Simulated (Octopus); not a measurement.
# BaPbO3 (Pm-3m) in Octopus: reference runs

Aim: a first look at BaPbO3 with PBEsol, on the cell as given.

Program: Octopus 16.4. These are calculated values, not measurements. Logs are shortened: lines on timing, memory, paths and dates and some standing lists are left out, and cuts for length are marked.

### Step 1. The crystal as given

It takes space group Pm-3m (No. 221, cubic). Conventional cell: a = 4.362 Å, b = 4.362 Å, c = 4.362 Å, α = 90.00°, β = 90.00°, γ = 90.00°. Pb (site symmetry m-3m) is surrounded by 6 O at 2.18 Å. Around Ba (site symmetry m-3m) lie 12 O at 3.08 Å. Around O (site symmetry 4/mmm) lie 2 Pb at 2.18 Å.

The cell comes from a database or a generator and needn't be the stable form of this composition.

### Step 2. Single point, PBEsol

Contents of inp:

```
CalculationMode = gs
UnitsOutput = eV_Angstrom
PeriodicDimensions = 3
ExperimentalFeatures = yes
PseudopotentialSet = pseudodojo_pbesol
%LatticeParameters
 1*angstrom | 1*angstrom | 1*angstrom
%
%LatticeVectors
 4.362221 | 0 | 0
 0 | 4.362221 | 0
 0 | 0 | 4.362221
%
%ReducedCoordinates
 "Pb" | 0 | 0 | 0
 "Ba" | 0.5 | 0.5 | 0.5
 "O" | 0.5 | 0 | 0
 "O" | 0 | 0 | 0.5
 "O" | 0 | 0.5 | 0
%
%Spacing
 0.11789786*angstrom | 0.11789786*angstrom | 0.11789786*angstrom
%
DerivativesOrder = 8
%KPointsGrid
 6 | 6 | 6
%
KPointsUseSymmetries = yes
XCFunctional = gga_x_pbe_sol + gga_c_pbe_sol
SmearingFunction = fermi_dirac
Smearing = 0.05*eV
ExtraStates = 9
Eigensolver = chebyshev_filter
ConvRelDens = 3e-7
MaximumIter = 120
Mixing = 0.2
%Output
 density | cube
 elf | cube
 potential | cube
%
```

Potentials or basis: pseudodojo_pbesol (PseudoDojo 0.4, PBEsol).

Run with:

```console
$ OMP_NUM_THREADS=1 octopus > out.log
```

out.log:

```text
Running octopus

[... 13 lines left out ...]

Input: [AllElectronType = no]
Input: [PseudopotentialSet = pseudodojo_pbesol]
Reading Coordinates from ReducedCoordinates block

****************************** Species *******************************
  Species 'Pb'
    type             : pseudopotential
    file             : 'Pb.upf'
    file format      : UPF2
    valence charge   : 14.0
    atomic number    :  82
    form on file     : kleinman-bylander
    lmax             : 2
    llocal           : -1
    projectors per l : 2
    total projectors : 6
    application form : kleinman-bylander
    orbitals         :  9
    bound orbitals   :  9

  Species 'Ba'
    type             : pseudopotential
    file             : 'Ba.upf'
    file format      : UPF2
    valence charge   : 10.0
    atomic number    :  56
    form on file     : kleinman-bylander
    lmax             : 2
    llocal           : -1
    projectors per l : 2
    total projectors : 6
    application form : kleinman-bylander
    orbitals         :  5
    bound orbitals   :  5

  Species 'O'
    type             : pseudopotential
    file             : 'O.upf'
    file format      : UPF2
    valence charge   : 6.0
    atomic number    :   8
    form on file     : kleinman-bylander
    lmax             : 2
    llocal           : -1
    projectors per l : 2
    total projectors : 6
    application form : kleinman-bylander
    orbitals         :  4
    bound orbitals   :  4

**********************************************************************

***************************** Symmetries *****************************
Space group No.  221
International: Pm-3m
Schoenflies: Oh^1
Info: The system has    48 symmorphic symmetries that can be used.
  Index                Rotation matrix                      Fractional translations
    1 :     1   0   0     0   1   0     0   0   1      0.000000    0.000000    0.000000
    2 :    -1   0   0     0  -1   0     0   0  -1      0.000000    0.000000    0.000000
    3 :     0   1   0    -1   0   0     0   0   1      0.000000    0.000000    0.000000
    4 :     0  -1   0     1   0   0     0   0  -1      0.000000    0.000000    0.000000
    5 :    -1   0   0     0  -1   0     0   0   1      0.000000    0.000000    0.000000
    6 :     1   0   0     0   1   0     0   0  -1      0.000000    0.000000    0.000000
[... 40 lines left out ...]
   47 :     1   0   0     0   0   1     0  -1   0      0.000000    0.000000    0.000000
   48 :    -1   0   0     0   0  -1     0   1   0      0.000000    0.000000    0.000000
Info: The system also has     0 nonsymmorphic symmetries (not used for electrons).
**********************************************************************

Input: [CurvMethod = curv_affine]
Input: [DerivativesStencil = stencil_star]

****************************** Lattice *******************************
  Lattice Vectors [A]
    4.362221    0.000000    0.000000
    0.000000    4.362221    0.000000
    0.000000    0.000000    4.362221
  Cell volume =            83.0086 [A^3]
  Reciprocal-Lattice Vectors [A^-1]
    1.440364    0.000000    0.000000
    0.000000    1.440364    0.000000
    0.000000    0.000000    1.440364
  Cell angles [degree]
    alpha =   90.000
    beta  =   90.000
    gamma =   90.000
**********************************************************************

Checking if the generated full k-point grid is symmetric

    20 k-points generated from parameters :
 ---------------------------------------------------
    n =    6    6    6

    s1  =  0.00  0.00  0.00

[... 74 lines left out ...]
    non-local part =  1.4 A
    orbitals       =  6.3 A

Info: Pseudopotential for Ba
  Radii for localized parts:
    local part     =  1.2 A
    non-local part =  1.4 A
    orbitals       =  7.4 A

Info: Pseudopotential for O
  Radii for localized parts:
    local part     =  1.2 A
    non-local part =  1.1 A
    orbitals       =  3.8 A

Input: [RelativisticCorrection = non_relativistic]
[... 11 lines left out ...]
      Block       2 contains       4 states:       5 -       8
      Block       3 contains       4 states:       9 -      12
      Block       4 contains       4 states:      13 -      16
      Block       5 contains       4 states:      17 -      20
      Block       6 contains       4 states:      21 -      24
      Block       7 contains       4 states:      25 -      28
      Block       8 contains       2 states:      29 -      30
Info: Ground-state allocation done.
Info: Could not find 'restart/gs' directory for restart.
[... 18 lines left out ...]
** Warning:
**   Cannot do LCAO for all states because there are not enough atomic orbitals.
**   Required: 30. Available: 26. 4 orbitals will be randomized.

Info: Unnormalized total charge =     42.022546
Info: Renormalized total charge =     42.000000

** Warning:
**   Symmetrization discrepancy ratio (scalar) =  1.42420E-04

Info: Setting up Hamiltonian.
Info: Performing initial LCAO calculation with     26 orbitals.
Info: Getting Hamiltonian matrix elements.

Eigenvalues [eV]
 #st  Spin   Eigenvalue      Occupation
#k =       1, k = (  0.000000,  0.000000,  0.000000)
   1   --   -21.348637       2.000000
   2   --   -15.589599       2.000000
   3   --   -15.178653       2.000000
   4   --   -15.178653       2.000000
   5   --    -9.537969       2.000000
   6   --    -9.537969       2.000000
[... 18 lines left out ...]
  25   --    14.802753       0.000000
  26   --    14.802753       0.000000
#k =       2, k = (  0.166667,  0.000000,  0.000000)
   1   --   -21.325144       2.000000
   2   --   -15.492069       2.000000
   3   --   -15.075619       2.000000
   4   --   -15.024939       2.000000
   5   --    -9.227429       2.000000
   6   --    -8.866616       2.000000
[... 18 lines left out ...]
  25   --    15.055966       0.000000
  26   --    15.299030       0.000000
[... 18 further k-points ...]
Fermi energy =     6.522588 eV
Generating random wavefunctions for states       27 and above
Orthogonalizing wavefunctions.
Info: Ground-state restart information will be written to 'restart/gs'.
Info: SCF using complex wavefunctions.
Info: Starting SCF iteration.

** Warning:
**   Symmetrization discrepancy ratio (scalar) =  7.29760E-02

*********************** SCF CYCLE ITER #    1 ************************
 etot  = -4.13107058E+03 abs_ev   =  1.14E+02 rel_ev   =  4.15E-01
 ediff =        1.52E+02 abs_dens =  5.43E+00 rel_dens =  1.29E-01
Matrix vector products: 500
Converged eigenvectors: 0

#  State  KPoint  Eigenvalue [eV]  Occupation    Error
      1       1      -21.353402    2.000000   ( 5.5E-05)
      1       2      -21.342548    2.000000   ( 8.8E-04)
      1       3      -21.332404    2.000000   ( 1.9E-03)
      1       4      -21.323021    2.000000   ( 1.8E-03)
      1       5      -21.320294    2.000000   ( 4.0E-03)
      1       6      -21.311805    2.000000   ( 3.9E-03)
      1       9      -21.308758    2.000000   ( 6.5E-03)
      1       7      -21.303684    2.000000   ( 4.6E-03)
[... 23 lines left out ...]
     30       3       18.905636    0.000000   ( 3.2E-01)
     30       5       19.536420    0.000000   ( 3.3E-01)
     30      13       19.737275    0.000000   ( 3.4E-01)
     30      16       19.896654    0.000000   ( 3.0E-01)
     30       8       20.211677    0.000000   ( 3.6E-01)
     30       7       20.463835    0.000000   ( 2.9E-01)
     30       4       20.915517    0.000000   ( 3.2E-01)
     30       1       21.538906    0.000000   ( 3.6E-01)

Density of states:

-----------------------------------%----------------------------------
-------------------%---------------%----------------------------------
-------------------%---------------%----------------------------------
-------------------%----%----------%----------------------------------
----------%--------%----%----------%----------------------------------
----------%--------%----%----------%----------------------------------
----------%--------%----%----------%----------------------------------
----------%--------%----%---------%%%---------------------------------
%---------%-------%%----%--------%%%%--------------%--%%-%------------
%--------%%-------%%%---%--%%%-%-%%%%-----%-------%%%%%%%%%%%%%%------
                                     ^

Fermi energy =     1.703250 eV

**********************************************************************

*********************** SCF CYCLE ITER #    2 ************************
 etot  = -4.05637580E+03 abs_ev   =  2.15E+01 rel_ev   =  8.49E-02
 ediff =        2.74E+00 abs_dens =  2.01E+00 rel_dens =  4.77E-02
Matrix vector products: 500
Converged eigenvectors: 0
[... 199 lines left out ...]
*********************** SCF CYCLE ITER #   19 ************************
 etot  = -4.02411410E+03 abs_ev   =  1.98E-05 rel_ev   =  7.90E-08
 ediff =        6.98E-06 abs_dens =  6.65E-06 rel_dens =  1.58E-07
Matrix vector products: 500
Converged eigenvectors: 78

#  State  KPoint  Eigenvalue [eV]  Occupation    Error
      1       1      -21.944537    2.000000   ( 1.8E-08)
      1       2      -21.936782    2.000000   ( 1.9E-08)
      1       3      -21.929449    2.000000   ( 2.0E-08)
      1       4      -21.922482    2.000000   ( 2.1E-08)
      1       5      -21.921178    2.000000   ( 2.3E-08)
      1       6      -21.914698    2.000000   ( 2.1E-08)
      1       9      -21.913327    2.000000   ( 2.0E-08)
      1       7      -21.908471    2.000000   ( 2.3E-08)
[... 23 lines left out ...]
     30       7       14.630490    0.000000   ( 3.4E-02)
     30       3       14.801092    0.000000   ( 1.2E-02)
     28       1       14.845849    0.000000   ( 4.6E-03)
     29       1       14.845849    0.000000   ( 4.6E-03)
     30       1       14.845849    0.000000   ( 4.6E-03)
     30       2       14.915487    0.000000   ( 1.1E-02)
     30       5       15.198284    0.000000   ( 1.4E-02)
     30       9       15.419877    0.000000   ( 2.4E-02)

Density of states:

-------------------%--------------------------------------------------
-------------------%--------------------------------------------------
-------------------%--------------------------------------------------
-------------------%--------------------------------------------------
-------------------%--------%----------------%%-----------------------
-------------------%--------%----------------%%-------------%---------
---------------%---%--------%---------------%%%-------------%---------
%--------------%-%-%-------%%--------------%%%%------------%%%--------
%--------------%%%-%-%-----%%-----------%-%%%%%%----------%%%%%%-%----
%--------------%%%-%%%%%---%%----%-%%---%%%%%%%%---%-%%-%%%%%%%%%%%%%-
                                               ^

Fermi energy =     3.556746 eV

**********************************************************************

Info: SCF converged in   19 iterations

** Warning:
**   Some of the states are not fully converged!

Info: Number of matrix-vector products:       9500
Info: Writing output to static/

Info: Finished writing information to 'restart/gs'.

Octopus emitted 24 warnings.
```

It took 6.4 min on 1 thread of Intel Xeon 6975P-C (Granite Rapids), shared host; peak memory 1.3 GiB.

What came out:

| Item | Value |
| --- | --- |
| Free energy | -4024.1231 eV |
| Band gap on the k mesh | none (metal or under the smearing width) |

Levels at points of the mesh, in eV from the Fermi level:
```tsv
k point	band 18	band 19	band 20	band 21	band 22	band 23	band 24	band 25
(0.00, 0.00, 0.00)	-0.87	-0.87	-0.58	-0.58	-0.58	4.58	4.66	5.95
(0.50, 0.00, 0.00)	-1.01	-1.01	-0.81	-0.81	2.79	6.04	6.05	7.00
(0.50, 0.50, 0.00)	-1.13	-1.13	-0.21	-0.10	4.52	6.62	6.87	7.37
(0.50, 0.50, 0.50)	-0.20	-0.05	-0.05	-0.05	4.56	4.56	4.56	6.03
```

Caveat: the files of the heavy main-group elements may lack f projectors, which makes oxides come out too large.
